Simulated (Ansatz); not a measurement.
# CuSnF6: the cost of one run

Method: DFT r²SCAN+U (U_eff = 2 eV on Cu d), plane waves, PAW, in Ansatz 0.2.0.

### 1 The structure to begin with

It takes space group R-3 (No. 148, trigonal). The conventional cell has a = 5.130 Å, b = 5.130 Å, c = 13.820 Å, α = 90.00°, β = 90.00°, γ = 120.00°. Around Cu (site symmetry -3) lie 6 F at 2.33 Å. Sn (site symmetry -3) is surrounded by 6 F at 1.96 Å. Around F (site symmetry 1) lie 1 Sn at 1.96 Å and 1 Cu at 2.33 Å.

Structure file:

```
Cu Sn F
1.0
     2.56500    1.48090    4.60667
    -2.56500    1.48090    4.60667
     0.00000   -2.96181    4.60667
Cu Sn F
1 1 6
Direct
  0.50000 0.50000 0.50000
  0.00000 0.00000 0.00000
  0.42100 0.80900 0.01900
  0.01900 0.42100 0.80900
  0.80900 0.01900 0.42100
  0.57900 0.19100 0.98100
  0.98100 0.57900 0.19100
  0.19100 0.98100 0.57900
```

Magnetic order typed: ferromagnetic.

### 2 From atoms, symmetry kept, no search

input.yaml

```yaml
crystal:
  lattice:
    - [2.56500002, 1.48090345, 4.60667016]
    - [-2.56500002, 1.48090345, 4.60667016]
    - [0.0, -2.9618069, 4.60667016]
  atoms:
    - { symbol: Cu, position: [0.5, 0.5, 0.5], spin: 1.0 }
    - { symbol: Sn, position: [0.0, 0.0, 0.0] }
    - { symbol: F, position: [0.421, 0.809, 0.019] }
    - { symbol: F, position: [0.019, 0.421, 0.809] }
    - { symbol: F, position: [0.809, 0.019, 0.421] }
    - { symbol: F, position: [0.579, 0.191, 0.981] }
    - { symbol: F, position: [0.981, 0.579, 0.191] }
    - { symbol: F, position: [0.191, 0.981, 0.579] }
basis:
  ecutwfc: 500
  ecutrho_ratio: 4
kpoints:
  mp_grid: { grid: [5, 5, 5] }
hamiltonian:
  xc: r2scan
  hubbard: { sites: [{ site: 0, l: d, u_eff: 2.0 }] }
scf:
  occupations: { method: gaussian, width: 0.05 }
  lower_state_search: "off"
  max_iter: 150
output:
  forces: true
  stress: true
  eigenvalues: true
  populations: true
  hubbard: { sites: [{ site: 0, l: d }] }
magnetization:
  spin_polarized: true
```

Started as:

```console
$ ansatz run input.yaml --threads 8 --pin off --max-ram 12288MiB --backend cpu --events-out ev --progress --plain --runs-dir out
```

What time and memory should one allow on 8 threads of Arm Neoverse V2, shared host?

About 10 s, with a peak of 1 GiB.
